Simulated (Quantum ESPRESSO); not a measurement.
# MnSi6 (Pm-3m) in Quantum ESPRESSO: reference runs

How does MnSi6 come out in PBE? The cell is run as given.

Program: Quantum ESPRESSO 7.5. These are calculated values, not measurements. Logs are shortened: lines on timing, memory, paths and dates and some standing lists are left out, and cuts for length are marked.

### Step 1. Starting point

The structure is cubic, space group Pm-3m (No. 221). The conventional cell has a = 4.667 Å, b = 4.667 Å, c = 4.667 Å, α = 90.00°, β = 90.00°, γ = 90.00°. Mn (site symmetry m-3m) has 24 Si at 3.43 Å as nearest neighbours. Si (site symmetry 4mm) is surrounded by 5 Si at 1.86 to 1.99 Å.

The cell was built by a generator and needn't be a form met in nature.

### Step 2. Single point, PBE, collinear spin, ferromagnetic start

File pw.in:

```
&CONTROL
  calculation = 'scf'
  prefix = 'pwscf'
  outdir = './tmp'
  pseudo_dir = './pseudo'
  tprnfor = .true.
  tstress = .true.
  disk_io = 'nowf'
/
&SYSTEM
  ibrav = 0
  nat = 7
  ntyp = 2
  ecutwfc = 65
  ecutrho = 780
  nbnd = 31
  occupations = 'smearing'
  smearing = 'fd'
  degauss = 0.00367493
  nspin = 2
  starting_magnetization(1) = 0.2667
  starting_magnetization(2) = 0
/
&ELECTRONS
  conv_thr = 1.4d-09
  electron_maxstep = 120
  mixing_beta = 0.3
/
ATOMIC_SPECIES
Mn    54.9380 mn_pbe_v1.5.uspp.F.UPF
Si    28.0850 Si.pbe-n-rrkjus_psl.1.0.0.UPF
CELL_PARAMETERS angstrom
   4.6666436900    0.0000000000    0.0000000000
   0.0000000000    4.6666436900    0.0000000000
   0.0000000000    0.0000000000    4.6666436900
ATOMIC_POSITIONS crystal
Mn     0.0000000000    0.0000000000    0.0000000000
Si     0.8011341100    0.5000000000    0.5000000000
Si     0.1988658900    0.5000000000    0.5000000000
Si     0.5000000000    0.5000000000    0.8011341100
Si     0.5000000000    0.5000000000    0.1988658900
Si     0.5000000000    0.1988658900    0.5000000000
Si     0.5000000000    0.8011341100    0.5000000000
K_POINTS automatic
6 6 6 0 0 0
```

Potentials or basis: SSSP 1.3 efficiency PBE.

Started as:

```bash
OMP_NUM_THREADS=1 pw.x -in pw.in > pw.out
```

pw.out:

```text
This program is part of the open-source Quantum ESPRESSO suite
     for quantum simulation of materials; please cite
         "P. Giannozzi et al., J. Phys.:Condens. Matter 21 395502 (2009);
         "P. Giannozzi et al., J. Phys.:Condens. Matter 29 465901 (2017);
         "P. Giannozzi et al., J. Chem. Phys. 152 154105 (2020);
     in publications or presentations arising from this work. More details at

     Message from routine setup:
     using ibrav=0 with symmetry is DISCOURAGED, use correct ibrav instead

     G-vector sticks info
     --------------------
     sticks:   dense  smooth     PW     G-vecs:    dense   smooth      PW
     Sum        4825    1609    473               251991    48501    7521

     Using Slab Decomposition

     bravais-lattice index     =            0
     lattice parameter (alat)  =       8.8187  a.u.
     unit-cell volume          =     685.8206 (a.u.)^3
     number of atoms/cell      =            7
     number of atomic types    =            2
     number of electrons       =        39.00
     number of Kohn-Sham states=           31
     kinetic-energy cutoff     =      65.0000  Ry
     charge density cutoff     =     780.0000  Ry
     scf convergence threshold =      1.4E-09
     mixing beta               =       0.3000
     number of iterations used =            8  plain     mixing
     Exchange-correlation= PBE
                           (   1   4   3   4   0   0   0)

     celldm(1)=   8.818678  celldm(2)=   0.000000  celldm(3)=   0.000000
     celldm(4)=   0.000000  celldm(5)=   0.000000  celldm(6)=   0.000000

     crystal axes: (cart. coord. in units of alat)
               a(1) = (   1.000000   0.000000   0.000000 )
               a(2) = (   0.000000   1.000000   0.000000 )
               a(3) = (   0.000000   0.000000   1.000000 )

     reciprocal axes: (cart. coord. in units 2 pi/alat)
               b(1) = (  1.000000  0.000000  0.000000 )
               b(2) = (  0.000000  1.000000  0.000000 )
               b(3) = (  0.000000  0.000000  1.000000 )

     PseudoPot. # 1 for Mn read from file:
     mn_pbe_v1.5.uspp.F.UPF
     Pseudo is Ultrasoft + core correction, Zval = 15.0
     Generated by new atomic code, or converted to UPF format
     Using radial grid of  859 points,  6 beta functions with:
                l(1) =   0
                l(2) =   0
                l(3) =   1
                l(4) =   1
                l(5) =   2
                l(6) =   2
     Q(r) pseudized with  8 coefficients,  rinner =    0.950   0.950   0.950
                                                       0.950   0.950

     PseudoPot. # 2 for Si read from file:
     Si.pbe-n-rrkjus_psl.1.0.0.UPF
     Pseudo is Ultrasoft + core correction, Zval =  4.0
     Generated using "atomic" code by A. Dal Corso  v.5.1
     Using radial grid of 1141 points,  6 beta functions with:
                l(1) =   0
                l(2) =   0
                l(3) =   1
[... 151 lines left out ...]
     total magnetization       =     4.42 Bohr mag/cell
     absolute magnetization    =     4.76 Bohr mag/cell

     iteration #  9     ecut=    65.00 Ry     beta= 0.30
     Davidson diagonalization with overlap
     c_bands:  1 eigenvalues not converged
     ethr =  6.67E-06,  avg # of iterations =  2.0

     negative rho (up, down):  0.000E+00 1.145E-04

     total energy              =    -277.85060821 Ry
     estimated scf accuracy    <       0.00389624 Ry
[... 112 lines left out ...]
     iteration # 19     ecut=    65.00 Ry     beta= 0.30
     Davidson diagonalization with overlap
     ethr =  2.07E-11,  avg # of iterations =  4.2

     negative rho (up, down):  0.000E+00 1.176E-04

     Magnetic moment per site  (integrated on atomic sphere of radius R)
     atom   1 (R=0.303)  charge= 14.1255  magn=  4.5671
     atom   2 (R=0.164)  charge=  1.1737  magn= -0.0032
     atom   3 (R=0.164)  charge=  1.1737  magn= -0.0032
     atom   4 (R=0.164)  charge=  1.1737  magn= -0.0032
     atom   5 (R=0.164)  charge=  1.1737  magn= -0.0032
     atom   6 (R=0.164)  charge=  1.1737  magn= -0.0032
     atom   7 (R=0.164)  charge=  1.1737  magn= -0.0032

     End of self-consistent calculation

 ------ SPIN UP ------------

          k = 0.0000 0.0000 0.0000 (  6043 PWs)   bands (ev):

   -71.2797 -40.0142 -40.0142 -40.0142  -7.3072   0.7073   0.7073   0.7073
     1.5079   2.0004   2.0004   6.8183   6.8183   6.8183   7.6868   7.6868
     8.1497   8.1497   8.1497  10.0795  10.0795  10.0795  10.1918  10.9738
    10.9738  10.9738  14.2855  14.2855  16.0479  16.0579  18.8112
[... 122 lines left out ...]
   -71.2797 -40.0143 -40.0143 -40.0143  -6.5667  -1.3552  -1.3552  -0.9221
     3.8503   4.2654   4.2654   5.4285   6.5088   6.5088   7.7578   7.7606
     7.7923   7.8154   7.8154   8.7739   9.9429  12.2162  12.2162  13.0415
    13.9239  14.0012  14.0595  14.2997  14.2997  15.1975  15.6437

          k =-0.5000-0.5000-0.5000 (  6008 PWs)   bands (ev):

   -71.2797 -40.0143 -40.0143 -40.0143  -6.4922  -1.2992  -1.2992  -1.2992
     3.9769   3.9769   3.9769   6.5199   6.5199   6.5199   7.7661   7.7661
     7.8083   7.8083   7.8083   8.3239   9.4702  13.2826  13.2826  13.9937
    13.9937  13.9937  14.1358  14.1358  14.1358  14.8080  14.8080

 ------ SPIN DOWN ----------

          k = 0.0000 0.0000 0.0000 (  6043 PWs)   bands (ev):

   -66.4782 -35.3169 -35.3169 -35.3169  -7.3337   0.6915   0.6915   0.6915
     1.5135   1.9657   1.9657   7.1117   7.1117   7.1117   9.9987   9.9987
     9.9987  11.0994  11.0994  11.0994  11.1367  11.3114  11.3114  11.7779
    11.7779  11.7779  14.7942  14.7942  16.0212  16.3961  19.8271
[... 122 lines left out ...]
   -66.4782 -35.3171 -35.3171 -35.3170  -6.5924  -1.3838  -1.3838  -0.9489
     3.8778   4.2716   4.2716   5.4158   6.4948   6.4948   9.6037   9.7957
    11.4774  11.4774  11.7776  11.8005  11.8034  12.4819  12.4819  13.0003
    13.9801  14.0263  14.3298  14.4182  14.4182  15.1432  15.7474

          k =-0.5000-0.5000-0.5000 (  6008 PWs)   bands (ev):

   -66.4782 -35.3171 -35.3171 -35.3171  -6.5177  -1.3269  -1.3269  -1.3269
     3.9689   3.9689   3.9689   6.5162   6.5162   6.5162   9.1892   9.4079
    11.6945  11.6945  11.6945  11.8475  11.8475  13.2473  13.2473  13.9115
    13.9115  13.9115  14.4100  14.4100  14.4101  14.7460  14.7460

     the Fermi energy is    10.9120 ev

!    total energy              =    -277.85043304 Ry
     estimated scf accuracy    <          2.5E-10 Ry
     smearing contrib. (-TS)   =      -0.00276824 Ry
     internal energy E=F+TS    =    -277.84766480 Ry

     The total energy is F=E-TS. E is the sum of the following terms:
     one-electron contribution =    -137.00810216 Ry
     hartree contribution      =      87.27810530 Ry
     xc contribution           =     -65.97173206 Ry
     ewald contribution        =    -162.14593587 Ry

     total magnetization       =     4.48 Bohr mag/cell
     absolute magnetization    =     4.85 Bohr mag/cell

     convergence has been achieved in  19 iterations

     negative rho (up, down):  0.000E+00 1.176E-04

     Forces acting on atoms (cartesian axes, Ry/au):

     atom    1 type  1   force =     0.00000000    0.00000000    0.00000000
     atom    2 type  2   force =     0.23927884    0.00000000    0.00000000
     atom    3 type  2   force =    -0.23927884   -0.00000000    0.00000000
     atom    4 type  2   force =     0.00000000    0.00000000    0.23927884
     atom    5 type  2   force =     0.00000000    0.00000000   -0.23927884
     atom    6 type  2   force =     0.00000000   -0.23927884   -0.00000000
     atom    7 type  2   force =     0.00000000    0.23927884    0.00000000

     Total force =     0.586111     Total SCF correction =     0.000014

     Computing stress (Cartesian axis) and pressure

     negative rho (up, down):  0.000E+00 1.176E-04
          total   stress  (Ry/bohr**3)                   (kbar)     P=     1068.89
   0.00726619   0.00000000   0.00000000         1068.89        0.00        0.00
   0.00000000   0.00726619   0.00000000            0.00     1068.89        0.00
   0.00000000   0.00000000   0.00726619            0.00        0.00     1068.89

=------------------------------------------------------------------------------=
   JOB DONE.
=------------------------------------------------------------------------------=
```

Run time: 4.7 min. Hardware: 1 thread of Intel Xeon Platinum 8488C (Sapphire Rapids), shared host; peak memory 1.1 GiB.

Results:

```yaml
Free_energy: -3780.3477 eV
Pressure: 106.9 GPa
Largest_force: 6.152 eV/Å
Band_gap_on_the_k_mesh: none (metal or under the smearing width)
Net_moment: 4.48 μB per cell
Absolute_moment: 4.85 μB per cell
Site_moments: Mn +4.57; Si -0.00 μB
Valence_electrons_inside_the_program's_atomic_spheres: Mn 14.13; Si 1.17
```

Forces on the atoms (eV/Å):
```
Mn   0.000  0.000  0.000
Si   6.152  0.000  0.000
Si  -6.152  0.000  0.000
Si   0.000  0.000  6.152
Si   0.000  0.000 -6.152
Si   0.000 -6.152  0.000
Si   0.000  6.152  0.000
```

Caveat: a pressure of tens of GPa on the cell as given is suspect, and the run, the potentials or the cell itself is likely at fault; forces of over 1 eV/Å show positions far from the minimum, so gaps and moduli don't describe the material at rest.
